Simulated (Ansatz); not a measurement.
# CH5ClGeSi: how energies converge with the basis set

One table from this session's results is given with a row withheld; the runs are named, their logs left out.

Method: one geometry, several basis sets; program: Ansatz 0.2.0, Gaussian basis.

The runs, in order: PBE0-D4/def2-SVP; ωB97M-V/def2-SVP; PBE0-D4/def2-QZVPP; ωB97M-V/def2-QZVPP; the functionals' def2-TZVPP values are taken from earlier runs.

## The geometry

All runs share one geometry, relaxed beforehand with PBE0-D4 in a triple-zeta def2 set.

SMILES `Cl[CH]1[SiH2][GeH2]1`, 9 atoms, charge 0, spin multiplicity 1.

Atoms are counted from 1 here; the program's logs count them from 0.

Bond lengths: Cl1–C2 1.763 Å, C2–Si3 1.890 Å, C2–Ge4 2.013 Å, C2–H5 1.088 Å, Si3–Ge4 2.309 Å, Si3–H6 1.483 Å, Si3–H7 1.479 Å, Ge4–H8 1.529 Å, Ge4–H9 1.527 Å. Angles: Cl1–C2–Si3 120.6°, Cl1–C2–Ge4 121.1°, Cl1–C2–H5 110.3°, Si3–C2–Ge4 72.5°, Si3–C2–H5 115.5°, Ge4–C2–H5 112.4°, C2–Si3–Ge4 56.2°, C2–Si3–H6 117.8°, C2–Si3–H7 114.7°, Ge4–Si3–H6 124.8°, Ge4–Si3–H7 116.9°, H6–Si3–H7 113.7°, C2–Ge4–Si3 51.3°, C2–Ge4–H8 114.2°, C2–Ge4–H9 114.1°, Si3–Ge4–H8 125.0°, Si3–Ge4–H9 119.0°, H8–Ge4–H9 114.8°.

As a file:

```mol
CH5ClGeSi
  3D, bonds by distance, orders not assigned

  9  9  0  0  0  0  0  0  0  0999 V2000
   -2.2776    0.5889    0.6545 Cl  0  0
   -0.8182    0.3784   -0.3125 C   0  0
    0.8719    0.8680    0.3778 Si  0  0
    0.2882   -1.2969   -0.1747 Ge  0  0
   -1.0046    0.6677   -1.3446 H   0  0
    1.7291    1.7505   -0.4502 H   0  0
    0.8759    1.2135    1.8164 H   0  0
    0.5815   -1.9682   -1.5172 H   0  0
   -0.1577   -2.2482    0.9335 H   0  0
  1  2  8  0
  2  3  8  0
  3  4  8  0
  2  5  8  0
  3  6  8  0
  3  7  8  0
  4  8  8  0
  4  9  8  0
  2  4  8  0
M  END
```

Set-up of the first run:

in.yaml

```yaml
crystal:
  periodic: [false, false, false]
  atoms:
    - {symbol: Cl, position_ang: [-2.277616, 0.588912, 0.654455]}
    - {symbol: C, position_ang: [-0.818229, 0.378449, -0.312529]}
    - {symbol: Si, position_ang: [0.871949, 0.867980, 0.377843]}
    - {symbol: Ge, position_ang: [0.288234, -1.296932, -0.174691]}
    - {symbol: H, position_ang: [-1.004644, 0.667672, -1.344628]}
    - {symbol: H, position_ang: [1.729108, 1.750515, -0.450197]}
    - {symbol: H, position_ang: [0.875932, 1.213466, 1.816417]}
    - {symbol: H, position_ang: [0.581485, -1.968225, -1.517207]}
    - {symbol: H, position_ang: [-0.157721, -2.248238, 0.933536]}
basis:
  gaussian: {orbitals: def2-SVP}
hamiltonian: {xc: pbe0, dispersion: d4}
output: {orbitals: {seedname: orbitals}}
```

Run with:

```console
> ansatz run in.yaml --threads 4 --pin off --events-out ev --progress --plain --max-ram 10444MiB
```

Steps of the session up to this table: PBE0-D4 in def2-SVP; ωB97M-V in def2-SVP; PBE0-D4 in def2-QZVPP; ωB97M-V in def2-QZVPP.

One of the session's tables, all rows but one given; the rest of the session is left out.

It belongs to the step «Density functionals: the series». 

| functional | basis | HOMO (eV) |
| --- | --- | --- |
| PBE0-D4 | def2-SVP | -6.74 |
| PBE0-D4 | def2-TZVPP | -6.81 |
| PBE0-D4 | def2-QZVPP | -6.83 |
| ωB97M-V | def2-SVP | ? |
| ωB97M-V | def2-TZVPP | -8.82 |
| ωB97M-V | def2-QZVPP | -8.85 |

Estimate the missing values for ωB97M-V, def2-SVP.

**Answer.** HOMO (eV): -8.73. In the column «HOMO (eV)» it lies between ωB97M-V, def2-TZVPP (-8.82) and PBE0-D4, def2-QZVPP (-6.83).
